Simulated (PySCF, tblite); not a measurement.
# C4H5ClF2O: geometry, infrared bands and NMR shifts

Wanted: the infrared bands and NMR shifts of C4H5ClF2O (`FC[C@@](F)(Cl)[C@H]1CO1`), by calculation.

Programs: tblite 0.8.0 and PySCF 2.14.0, with density-fitted response routines of our own. Each step states its level of theory. These are calculated values for one molecule in the gas phase, unless marked as measured. Atoms are numbered from 0 throughout.

## Step 1: Starting geometry

13 atoms, charge 0, multiplicity 1; geometry from: force field or distance geometry start.

Bonds of the start (Å): F0–C1 1.42, C1–C2 1.50, C2–F3 1.42, C2–Cl4 1.78, C2–C5 1.47, C5–C6 1.49, C6–O7 1.40, O7–C5 1.37, C1–H8 1.10, C1–H9 1.12, C5–H10 1.12, C6–H11 1.11, C6–H12 1.11.

## Step 2: Relaxing the molecule with GFN2-xTB

The job: settings as JSON, then the geometry in Å.

```
{"job": {"kind": "relax", "xc": "GFN2-xTB", "basis": "xTB"}, "charge": 0, "multiplicity": 1}
F     -1.078800    -1.302000     1.073700
C     -1.499100    -0.513700    -0.025200
C     -0.601400     0.669200    -0.210600
F     -1.134100     1.356700    -1.332400
Cl    -0.734500     1.714600     1.220900
C      0.809200     0.375800    -0.500300
C      1.697000    -0.377400     0.433600
O      1.298000    -0.864400    -0.820900
H     -1.648600    -1.125200    -0.924200
H     -2.502200    -0.122900     0.284000
H      1.349300     1.210500    -1.026000
H      1.306000    -1.014200     1.259300
H      2.734800    -0.006500     0.550300
```

Started as:

```bash
$ OMP_NUM_THREADS=1 python probes_run.py task.json out
```

One launch serves the whole session: the jobs run in the order shown.

**Question.** This job is followed by: GFN2-xTB harmonic vibrations, gas phase; GIAO PBE0/pcSseg-1 NMR shielding, non-relativistic, gas phase. Predict these results of the whole session: strongest single infrared mode (GFN2-xTB); zero-point energy (GFN2-xTB); 13C shifts against TMS (PBE0/pcSseg-1); 1H shifts against TMS (PBE0/pcSseg-1); 19F shifts against CFCl3 (PBE0/pcSseg-1); 35Cl shifts against HCl (PBE0/pcSseg-1); 17O shifts against H2O (PBE0/pcSseg-1).

The runs gave:

| quantity | value |
| --- | --- |
| strongest single infrared mode (GFN2-xTB) | 1066 cm⁻¹, 64 km/mol |
| zero-point energy (GFN2-xTB) | 54.2 kcal/mol |
| 13C shifts against TMS (PBE0/pcSseg-1) | 121.0, 84.5, 55.4, 43.4 ppm |
| 1H shifts against TMS (PBE0/pcSseg-1) | 5.20, 4.61, 3.36, 2.71, 2.64 ppm |
| 19F shifts against CFCl3 (PBE0/pcSseg-1) | -135.4, -253.7 ppm |
| 35Cl shifts against HCl (PBE0/pcSseg-1) | 280 ppm |
| 17O shifts against H2O (PBE0/pcSseg-1) | 36.1 ppm |

Relaxing lowered the energy by 0.351 eV in 79 steps; the close pair that moved most is F0–C1, from 1.416 to 1.362 Å. No mode is imaginary among the 33: a minimum at this level. The strongest single mode, at 1066 cm⁻¹, has its largest shares on C2, C1, F3 and H12 (the list is cut at 4 atoms). Unscaled tight-binding wavenumbers are off by several per cent, some by more. Its intensities can rank the bands wrongly. At PBE0/pcSseg-1: The widest tensor belongs to Cl4: span 664 ppm, with a paramagnetic part of -477 ppm.
